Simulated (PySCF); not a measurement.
**ScSBr: the energy surface near the minimum**

How stiff is ScSBr (singlet) against rigid distortions? The scans start from its PBE0 minimum.

Program: PySCF 2.14.0. Level of theory: PBE0, basis Sc def2-TZVP, S def2-TZVP, Br def2-TZVP, no relativity, density fitting. These are calculated values, not measurements.

## 1. Starting geometry

3 atoms, charge 0, spin multiplicity 1.

Bond lengths: Sc1–S2 2.137 Å, Sc1–Br3 2.472 Å. Angles: S2–Sc1–Br3 127.8°.

```xyz
3
charge 0 multiplicity 1
Sc    0.0000    0.0000    0.0000
S    -0.0497    1.0709   -1.8482
Br   -0.0431    0.9284    2.2905
```

## 2. Breathing scan

One driver script runs all scans and calls PySCF for each point, on a (75, 302) grid.

Run with:

```console
$ OMP_NUM_THREADS=2 python axn.py task.json out
```

A rigid scan with PBE0: all bonds to the central atom are scaled together. Each point starts from its neighbour's orbitals, and energies count from the minimum.

```csv
scale of all bonds to the centre,energy (kJ/mol),dipole size (D)
0.88,180.4,5.16
0.92,71.2,5.40
0.96,15.8,5.63
1.00,0.0,5.85
1.04,12.6,6.05
1.08,45.2,6.25
1.14,118.0,6.54
1.22,237.5,6.92
1.35,441.3,7.57
```

The scan needed 21 s of wall time on 2 threads of Arm Neoverse V1, shared host.

## 3. Stretching one bond

A rigid scan with PBE0: the bond from Sc to the last atom (Br) is scaled and the rest held.

```csv
scale of one bond,energy (kJ/mol),dipole size (D)
0.92,25.0,6.01
0.96,5.4,5.90
1.00,0.0,5.85
1.05,6.5,5.88
1.12,30.4,6.10
1.20,67.9,6.55
1.35,144.5,7.80
1.55,235.0,9.70
1.80,318.9,11.62
2.20,396.1,13.28
```

The scan took 25 s.

A restricted determinant lies too high at long bonds, where the pair should uncouple.

## 4. Bending curve

A rigid scan with PBE0: the S–Sc–Br angle changes, with bonds held.

```csv
bond angle (°),energy (kJ/mol),dipole size (D)
80,102.1,8.22
90,51.6,7.89
100,23.4,7.47
110,8.2,6.97
120,1.4,6.38
130,0.1,5.68
140,2.4,4.87
150,6.7,3.97
160,11.1,3.03
170,14.5,2.21
180,15.8,1.83
```

The scan took 29 s.

## 5. Summary of results

| quantity | value |
| --- | --- |
| all bonds 4 % longer | 12.6 kJ/mol |
| one bond 20 % longer | 67.9 kJ/mol |
| linear shape, bonds held | 15.8 kJ/mol |

What this shows: Shortening all bonds by 4 % costs 15.8 kJ/mol and lengthening them 12.6: the wall is steeper on the short side. Held rigid otherwise, the linear shape costs 16 kJ/mol. Whether spin polarisation would lower the closed shell was not checked.
